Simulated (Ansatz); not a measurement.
**BCl3F2Si: basis-set convergence**

An exercise on one series of results from a longer session: the logs are not shown, and one member is left open.

Program: Ansatz 0.2.0, Gaussian basis. Level of theory: one geometry, several basis sets. These are calculated values, not measurements.

The runs, in order: PBE0-D4/def2-SVP; ωB97M-V/def2-SVP; PBE0-D4/def2-QZVPP; ωB97M-V/def2-QZVPP; the functionals' def2-TZVPP values are taken from earlier runs.

## The geometry

The geometry comes from an earlier relaxation with PBE0-D4 in a triple-zeta def2 set; it is a stationary point, not always the lowest conformer.

SMILES `FB(F)[Si](Cl)(Cl)Cl`, 7 atoms, charge 0, spin multiplicity 1.

Atoms are counted from 1 here; the program's logs count them from 0.

Bond lengths: F1–B2 1.312 Å, B2–F3 1.313 Å, B2–Si4 2.031 Å, Si4–Cl5 2.032 Å, Si4–Cl6 2.036 Å, Si4–Cl7 2.037 Å. Angles: F1–B2–F3 118.0°, F1–B2–Si4 121.8°, F3–B2–Si4 120.2°, B2–Si4–Cl5 111.0°, B2–Si4–Cl6 109.4°, B2–Si4–Cl7 109.1°, Cl5–Si4–Cl6 109.2°, Cl5–Si4–Cl7 109.1°, Cl6–Si4–Cl7 109.1°.

Set-up of the first run:

Input file in.yaml:

```yaml
crystal:
  periodic: [false, false, false]
  atoms:
    - {symbol: F, position_ang: [1.528587, -1.538421, 0.654669]}
    - {symbol: B, position_ang: [0.294729, -1.101804, 0.559897]}
    - {symbol: F, position_ang: [-0.662243, -1.840758, 1.072477]}
    - {symbol: Si, position_ang: [-0.149840, 0.657967, -0.351539]}
    - {symbol: Cl, position_ang: [1.539107, 1.607646, -0.964445]}
    - {symbol: Cl, position_ang: [-1.155604, 1.857076, 0.950875]}
    - {symbol: Cl, position_ang: [-1.333434, 0.290295, -1.967733]}
basis:
  gaussian: {orbitals: def2-SVP}
hamiltonian: {xc: pbe0, dispersion: d4}
output: {orbitals: {seedname: orbitals}}
```

Among the steps run: PBE0-D4 in def2-SVP; ωB97M-V in def2-SVP; PBE0-D4 in def2-QZVPP; ωB97M-V in def2-QZVPP.

One table of the session follows, with a row left open; its other results are not shown here.

It belongs to the step «Functionals by basis». 

| functional | basis | HOMO (eV) | LUMO (eV) |
| --- | --- | --- | --- |
| PBE0-D4 | def2-SVP | -9.05 | -1.69 |
| PBE0-D4 | def2-TZVPP | -9.17 | -1.85 |
| PBE0-D4 | def2-QZVPP | -9.21 | -1.90 |
| ωB97M-V | def2-SVP | -11.12 | 0.45 |
| ωB97M-V | def2-TZVPP | ? | ? |
| ωB97M-V | def2-QZVPP | -11.34 | 0.12 |

Q: Estimate the row for ωB97M-V, def2-TZVPP from the others.

As computed: HOMO (eV): -11.30; LUMO (eV): 0.21. In the column «HOMO (eV)» it lies between ωB97M-V, def2-QZVPP (-11.34) and ωB97M-V, def2-SVP (-11.12).
